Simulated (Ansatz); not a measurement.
# AlAg: the cost of one run

Computed with Ansatz 0.2.0 through its Python package. Level of theory: DFT PBEsol, plane waves, PAW.

## Step 1: The structure

AlAg P-6m2: It takes space group P-6m2 (No. 187, hexagonal). The conventional cell has a = 2.926 Å, b = 2.926 Å, c = 4.428 Å, α = 90.00°, β = 90.00°, γ = 120.00°. Around Al (site symmetry -6m2) lie 6 Ag at 2.78 Å and 6 Al at 2.93 Å. Around Ag (site symmetry -6m2) lie 6 Al at 2.78 Å and 6 Ag at 2.93 Å.

Al3Ag Pm-3m: The structure is cubic, space group Pm-3m (No. 221). Conventional cell: a = 4.082 Å, b = 4.082 Å, c = 4.082 Å, α = 90.00°, β = 90.00°, γ = 90.00°. Al (site symmetry 4/mmm) has 8 Al at 2.89 Å and 4 Ag at 2.89 Å as nearest neighbours. Ag (site symmetry m-3m) is surrounded by 12 Al at 2.89 Å.

Al Fm-3m: The structure is cubic, space group Fm-3m (No. 225). Conventional cell: a = 4.050 Å, b = 4.050 Å, c = 4.050 Å, α = 90.00°, β = 90.00°, γ = 90.00°. Al (site symmetry m-3m) has 12 Al at 2.86 Å as nearest neighbours.

Ag Fm-3m: It takes space group Fm-3m (No. 225, cubic). Conventional cell: a = 4.085 Å, b = 4.085 Å, c = 4.085 Å, α = 90.00°, β = 90.00°, γ = 90.00°. Around Ag (site symmetry m-3m) lie 12 Ag at 2.89 Å.

No structure file is read: the coordinates are typed or built in the script.

## Step 2: Script

The input, alag.py:

```python
from collections import Counter
from dataclasses import dataclass
import warnings

import ansatz as az
import matplotlib.pyplot as plt
from pymatgen.analysis.phase_diagram import PDEntry, PhaseDiagram
from pymatgen.core import Composition


@dataclass
class RunConfig:
    max_scf: int = 80
    cutoff: int = 460
    k_spacing: float = 0.39
    filling: str = 'fermi_dirac'
    smearing_width: float = 0.1


settings = RunConfig()

PHASES = {
    'AlAg P-6m2': (
        [[2.926387, 0.0, 0.0], [-1.463193, 2.534325, 0.0], [0.0, 0.0, 4.427604]],
        [
            ('Al', [0.0, 0.0, 0.5]),
            ('Ag', [2 / 3, 1 / 3, 0.0]),
        ],
    ),
    'Al3Ag Pm-3m': (
        [[4.081513, 0.0, 0.0], [0.0, 4.081513, 0.0], [0.0, 0.0, 4.081513]],
        [
            ('Al', [0.0, 0.5, 0.5]),
            ('Al', [0.5, 0.0, 0.5]),
            ('Al', [0.5, 0.5, 0.0]),
            ('Ag', [0.0, 0.0, 0.0]),
        ],
    ),
    'Al': (
        [[0.0, 2.024805, 2.024805], [2.024805, 0.0, 2.024805], [2.024805, 2.024805, 0.0]],
        [
            ('Al', [0.0, 0.0, 0.0]),
        ],
    ),
    'Ag': (
        [[0.0, 2.04275, 2.04275], [2.04275, 0.0, 2.04275], [2.04275, 2.04275, 0.0]],
        [
            ('Ag', [0.0, 0.0, 0.0]),
        ],
    ),
}


def build(vectors, sites):
    crystal = az.Crystal(lattice=az.Lattice.of(vectors))
    for symbol, position in sites:
        crystal = crystal.atom(symbol, position)
    return crystal


def compute(name, crystal):
    calc = (
        crystal.calculation()
        .scf(max_iterations=settings.max_scf)
        .functional(az.Functional.PBESOL)
        .basis(settings.cutoff)
        .kpoints(spacing=settings.k_spacing)
        .occupations(settings.filling, width=settings.smearing_width)
    )
    calc = calc.relax(force_tolerance=0.03, max_steps=60, cell=True)
    return calc.run(threads=1)


def counts(outcome):
    return Counter(site.symbol for site in outcome.lattice.sites)


def main() -> None:
    warnings.simplefilter('ignore', az.DeckWarning)

    phases = {name: build(*cell) for name, cell in PHASES.items()}

    done = {}
    for name, crystal in phases.items():
        done[name] = compute(name, crystal)
        print(f'{name}: {done[name].report["energy_sigma0_ev"]:.4f} eV, {len(done[name].lattice.sites)} atoms')

    entries = [PDEntry(Composition(dict(counts(o))), o.report['energy_sigma0_ev'], name=name) for name, o in done.items()]
    diagram = PhaseDiagram(entries)
    rows = [(e.name, e.composition.get_atomic_fraction('Ag'), diagram.get_form_energy_per_atom(e), diagram.get_e_above_hull(e)) for e in entries]
    rows.sort(key=lambda row: row[1])
    print('     phase       x(Ag)  E_form (eV/atom)  above hull (eV/atom)')
    for row in rows:
        print(f'{str(row[0]):>10}  {row[1]:10.3f}  {row[2]:16.4f}  {row[3]:20.4f}')
    print('on the hull of these phases:', ', '.join(row[0] for row in rows if row[3] < 1e-6))
    stable = [row for row in rows if row[3] < 1e-6]
    plt.figure(figsize=(4.5, 3.2))
    plt.plot([row[1] for row in stable], [row[2] for row in stable], 'k-o')
    plt.plot([row[1] for row in rows], [row[2] for row in rows], 'r.')
    plt.xlabel('fraction of Ag')
    plt.ylabel('formation energy (eV/atom)')
    plt.tight_layout()
    plt.savefig('hull.png', dpi=100)


if __name__ == '__main__':
    main()
```

## Step 3: What the engine is handed

The package turns the script's settings into the engine's input (first run):

```yaml
crystal:
  lattice:
    - [2.926387, 0.0, 0.0]
    - [-1.463193, 2.534325, 0.0]
    - [0.0, 0.0, 4.427604]
  atoms:
    - { symbol: Al, position: [0.0, 0.0, 0.5] }
    - { symbol: Ag, position: [0.6666666666666666, 0.3333333333333333, 0.0] }
basis:
  ecutwfc: 460.0
kpoints:
  mp_grid:
    kspacing: 0.39
hamiltonian:
  xc: pbesol
scf:
  max_iter: 80
  occupations:
    method: fermi_dirac
    width: 0.1
relax:
  f_tol: 0.03
  max_steps: 60
  cell: {}
```

## Step 4: Running it

The run is started by

```sh
python alag.py
```

Q: Estimate wall time and peak memory on 1 thread of Arm Neoverse V2, shared host.

About 12 s, with a peak of 0.48 GiB.
